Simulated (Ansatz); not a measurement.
# F2H6N2Si2: one species, many methods

An exercise on one series of results from a longer session: the logs are not shown, and one member is left open.

Computed with Ansatz 0.2.0, Gaussian basis. Level: functionals in def2-TZVPP, the program's frozen cores in correlated methods.

Levels to be run: PBE-D4, r2SCAN-D4, PBE0-D4, B3LYP-D4, ωB97X-V, ωB97M-V, B2PLYP; CCSD(T)/def2-TZVPP; MP2/def2-QZVPP; extrapolation to the limit.

### Structure used throughout

An earlier PBE0-D4 in a triple-zeta def2 set relaxation fixed the geometry.

SMILES `N[SiH2][Si](N)(F)F`, 12 atoms, charge 0, spin multiplicity 1.

Atoms are counted from 1 here; the program's logs count them from 0.

Bond lengths: N1–Si2 1.732 Å, N1–H7 1.009 Å, N1–H8 1.009 Å, Si2–Si3 2.337 Å, Si2–H9 1.494 Å, Si2–H10 1.487 Å, Si3–N4 1.688 Å, Si3–F5 1.602 Å, Si3–F6 1.595 Å, N4–H11 1.007 Å, N4–H12 1.007 Å. Angles: Si2–N1–H7 118.5°, Si2–N1–H8 118.6°, H7–N1–H8 109.9°, N1–Si2–Si3 105.1°, N1–Si2–H9 116.2°, N1–Si2–H10 106.9°, Si3–Si2–H9 110.6°, Si3–Si2–H10 110.4°, H9–Si2–H10 107.4°, Si2–Si3–N4 108.9°, Si2–Si3–F5 109.3°, Si2–Si3–F6 114.0°, N4–Si3–F5 113.1°, N4–Si3–F6 108.6°, F5–Si3–F6 102.9°, Si3–N4–H11 120.0°, Si3–N4–H12 124.6°, H11–N4–H12 113.1°.

The first run:

in.yaml reads:

```yaml
crystal:
  periodic: [false, false, false]
  atoms:
    - {symbol: N, position_ang: [1.117578, -0.130225, -1.598359]}
    - {symbol: Si, position_ang: [0.062189, -1.160078, -0.690707]}
    - {symbol: Si, position_ang: [-0.431457, 0.034958, 1.255737]}
    - {symbol: N, position_ang: [-0.870927, 1.609318, 0.834258]}
    - {symbol: F, position_ang: [0.826826, -0.021769, 2.246064]}
    - {symbol: F, position_ang: [-1.602835, -0.602502, 2.130258]}
    - {symbol: H, position_ang: [1.237989, -0.311943, -2.583188]}
    - {symbol: H, position_ang: [1.998751, 0.139848, -1.188118]}
    - {symbol: H, position_ang: [0.590715, -2.516741, -0.356137]}
    - {symbol: H, position_ang: [-1.165169, -1.348904, -1.507886]}
    - {symbol: H, position_ang: [-0.524307, 2.016798, -0.018306]}
    - {symbol: H, position_ang: [-1.239353, 2.291231, 1.476385]}
basis:
  gaussian: {orbitals: def2-TZVPP}
hamiltonian: {xc: pbe, dispersion: d4}
output: {forces: true, orbitals: {seedname: orbitals}}
```

On the command line:

```sh
ansatz run in.yaml --threads 2 --pin off --events-out ev --progress --plain --max-ram 20480MiB --backend cuda --devices 0, --max-vram 18GiB
```

Among the steps run: PBE-D4 (GGA); r2SCAN-D4 (meta-GGA); PBE0-D4 (hybrid); B3LYP-D4 (hybrid); ωB97X-V (range-separated); ωB97M-V (range-separated); B2PLYP (double hybrid); CCSD(T) in def2-TZVPP; MP2 in def2-QZVPP.

One of the session's tables, all rows but one given; the rest of the session is left out.

| method | atomisation energy (kJ/mol) |
| --- | --- |
| PBE-D4 | 4424.7 |
| r2SCAN-D4 | 4360.3 |
| PBE0-D4 | 4334.8 |
| B3LYP-D4 | 4379.3 |
| ωB97X-V | ? |
| ωB97M-V | 4394.1 |
| B2PLYP | 4328.9 |
| HF/def2-TZVPP | 3104.0 |
| MP2/def2-TZVPP | 4326.4 |
| CCSD/def2-TZVPP | 4181.8 |
| CCSD(T)/def2-TZVPP | 4243.7 |
| MP2/CBS | 4478.5 |
| CCSD(T)/CBS | 4395.8 |

**Question.** Estimate the row for ωB97X-V.

The run gave: atomisation energy (kJ/mol): 4408.7. In the column «atomisation energy (kJ/mol)» it lies between CCSD(T)/CBS (4395.8) and PBE-D4 (4424.7).
